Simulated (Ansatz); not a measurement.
**C₂H₆Cl₂Si: how energies converge with the basis set**

One table from this session's results is given with a row withheld; the runs are named, their logs left out.

Program: Ansatz 0.2.0, Gaussian basis. Level of theory: one geometry, several basis sets. These are calculated values, not measurements.

Levels to be run: PBE0-D4/def2-SVP; ωB97M-V/def2-SVP; PBE0-D4/def2-QZVPP; ωB97M-V/def2-QZVPP; CCSD(T)/cc-pV(D+d)Z; CCSD(T)/cc-pV(T+d)Z; MP2/cc-pV(Q+d)Z; the functionals' def2-TZVPP values are taken from earlier runs.

## The relaxed structure

An earlier PBE0-D4 in a triple-zeta def2 set relaxation fixed the geometry.

SMILES `CC[SiH](Cl)Cl`, 11 atoms, charge 0, spin multiplicity 1.

Atoms are counted from 1 here; the program's logs count them from 0.

Bond lengths: C1–C2 1.526 Å, C1–H6 1.092 Å, C1–H7 1.092 Å, C1–H8 1.093 Å, C2–Si3 1.855 Å, C2–H9 1.095 Å, C2–H10 1.096 Å, Si3–Cl4 2.049 Å, Si3–Cl5 2.051 Å, Si3–H11 1.479 Å. Angles: C2–C1–H6 111.3°, C2–C1–H7 111.0°, C2–C1–H8 111.6°, H6–C1–H7 107.7°, H6–C1–H8 107.6°, H7–C1–H8 107.4°, C1–C2–Si3 113.5°, C1–C2–H9 111.1°, C1–C2–H10 111.0°, Si3–C2–H9 107.8°, Si3–C2–H10 106.8°, H9–C2–H10 106.3°, C2–Si3–Cl4 109.9°, C2–Si3–Cl5 109.9°, C2–Si3–H11 113.3°, Cl4–Si3–Cl5 108.8°, Cl4–Si3–H11 107.7°, Cl5–Si3–H11 107.1°.

Set-up of the first run:

Contents of in.yaml:

```yaml
crystal:
  periodic: [false, false, false]
  atoms:
    - {symbol: C, position_ang: [0.701810, 1.139972, 0.595628]}
    - {symbol: C, position_ang: [-0.532603, 0.466208, 0.002302]}
    - {symbol: Si, position_ang: [-0.273472, -1.324511, -0.406061]}
    - {symbol: Cl, position_ang: [-1.996572, -2.120563, -1.178515]}
    - {symbol: Cl, position_ang: [1.224235, -1.514012, -1.794548]}
    - {symbol: H, position_ang: [1.539333, 1.121644, -0.104859]}
    - {symbol: H, position_ang: [0.497346, 2.184156, 0.841882]}
    - {symbol: H, position_ang: [1.028492, 0.644622, 1.513610]}
    - {symbol: H, position_ang: [-0.858114, 0.973565, -0.911638]}
    - {symbol: H, position_ang: [-1.378250, 0.513074, 0.698046]}
    - {symbol: H, position_ang: [0.113196, -2.141255, 0.764651]}
basis:
  gaussian: {orbitals: def2-SVP}
hamiltonian: {xc: pbe0, dispersion: d4}
output: {orbitals: {seedname: orbitals}}
```

On the command line:

```bash
$ ansatz run in.yaml --threads 2 --pin off --events-out ev --progress --plain --max-ram 32768MiB --backend cpu
```

Steps of the session up to this table: PBE0-D4 in def2-SVP; ωB97M-V in def2-SVP; PBE0-D4 in def2-QZVPP; ωB97M-V in def2-QZVPP.

One table of the session follows, with a row left open; its other results are not shown here.

```
functional       basis  HOMO (eV)  LUMO (eV)
   PBE0-D4    def2-SVP      -8.49       0.87
   PBE0-D4  def2-TZVPP      -8.57       0.47
   PBE0-D4  def2-QZVPP      -8.59       0.24
   ωB97M-V    def2-SVP          ?          ?
   ωB97M-V  def2-TZVPP     -10.78       2.24
   ωB97M-V  def2-QZVPP     -10.81       1.69
```

Estimate the missing values for ωB97M-V, def2-SVP.

The run gave: HOMO (eV): -10.67; LUMO (eV): 2.82. In the column «HOMO (eV)» it lies between ωB97M-V, def2-TZVPP (-10.78) and PBE0-D4, def2-QZVPP (-8.59).
